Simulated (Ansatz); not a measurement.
**K+ with SO2: structure and interaction energy**

One table from this session's results is given with a row withheld; the runs are named, their logs left out.

Method: PBE0-D4 structure, single points in def2-TZVPPD; program: Ansatz 0.2.0, Gaussian basis.

Levels: PBE-D4, revPBE-D4, BLYP-D4, r2SCAN-D4, B97M-V, PBE0-D4, B3LYP-D4, HSE06-D4, wB97X-V, wB97M-V, B2PLYP, Hartree-Fock, MP2, CCSD, CCSD(T). The reference is CCSD(T) extrapolated to the basis limit. For elements past Ar these valence bases correlate outer-core shells poorly and lack relativity, so that limit is rough.

Correlated methods freeze the cores. The outer core shell of Li, Na, Mg and K is correlated. B3LYP uses VWN-RPA correlation. B2PLYP carries no dispersion term here.

163 further runs of the same task are left out: 163 set aside as unsound or not needed.

**Starting geometry**

The pair, from a GFN2-xTB docking trial: 4 atoms, charge 1, spin multiplicity 1.

Atoms are counted from 1 here; the program's logs count them from 0.

Bond lengths: K1–O2 2.423 Å, K1–S3 2.908 Å, K1–O4 2.405 Å, O2–S3 1.431 Å, S3–O4 1.431 Å. Angles: O2–K1–S3 29.4°, O2–K1–O4 58.7°, S3–K1–O4 29.3°, K1–O2–S3 94.4°, K1–S3–O2 56.2°, K1–S3–O4 55.5°, O2–S3–O4 111.6°, K1–O4–S3 95.2°.

Geometry (Å):

```xyz
4

K    -0.12150    0.42730   -1.72270
O    -0.67370    0.83890    0.60040
S     0.08140   -0.27320    1.09250
O     0.71380   -0.99290    0.02980
```

Atoms 1 to 1 are fragment A (K+), the rest fragment B (SO2).

Set-up of the first run:

pre/in.yaml

```yaml
crystal:
  periodic: [false, false, false]
  atoms:
    - {symbol: K, position_ang: [-0.121500, 0.427300, -1.722700]}
    - {symbol: O, position_ang: [-0.673700, 0.838900, 0.600400]}
    - {symbol: S, position_ang: [0.081400, -0.273200, 1.092500]}
    - {symbol: O, position_ang: [0.713800, -0.992900, 0.029800]}
basis:
  gaussian: {orbitals: def2-SVP}
total_charge: 1
hamiltonian: {xc: pbe, dispersion: d4}
relax: {f_tol: 0.03, max_steps: 250}
```

On the command line:

```sh
> ansatz run in.yaml --threads 2 --pin off --events-out ev --progress --plain --max-ram 5222MiB
```

Among the steps run: A first relaxation in a small basis; Relaxation at PBE0-D4; wB97X-V/def2-TZVPPD; wB97M-V/def2-TZVPPD; B2PLYP/def2-TZVPPD; B97M-V/def2-TZVPPD; CCSD(T)/def2-TZVPPD; MP2/def2-QZVPPD; Hartree-Fock/STO-3G; SPW92/def2-SVP; wB97M-V/def2-SVP; CCSD(T)/def2-SVP; Vibrations of the pair.

One of the session's tables, all rows but one given; the rest of the session is left out.

```
      method  interaction (kcal/mol)
      PBE-D4                  -12.22
   revPBE-D4                  -11.42
     BLYP-D4                  -12.32
   r2SCAN-D4                  -12.19
      B97M-V                       ?
     PBE0-D4                  -12.75
    B3LYP-D4                  -13.03
    HSE06-D4                  -12.74
     wB97X-V                  -13.09
     wB97M-V                  -13.32
      B2PLYP                  -11.93
Hartree-Fock                  -12.71
         MP2                  -11.79
        CCSD                  -12.38
     CCSD(T)                  -12.06
 CCSD(T)/CBS                  -12.81
```

Estimate the missing values for B97M-V.

As computed: interaction (kcal/mol): -12.45. In the column «interaction (kcal/mol)» it lies between Hartree-Fock (-12.71) and CCSD (-12.38).

Among the levels timed on like hardware and quicker than the yardstick, those that no quicker one beats, quickest first: revPBE-D4 (3.3 s, +1.39 kcal/mol); BLYP-D4 (3.7 s, +0.49 kcal/mol); PBE0-D4 (4.5 s, +0.06 kcal/mol).

For cost: PBE0-D4 gets within 0.06 kcal/mol in 4.5 s, where CCSD(T)/CBS took 47 s; the quickest level in the cost chart, revPBE-D4, takes 3.3 s and misses by 1.39 kcal/mol.

To keep in mind: A lower arrangement may exist.
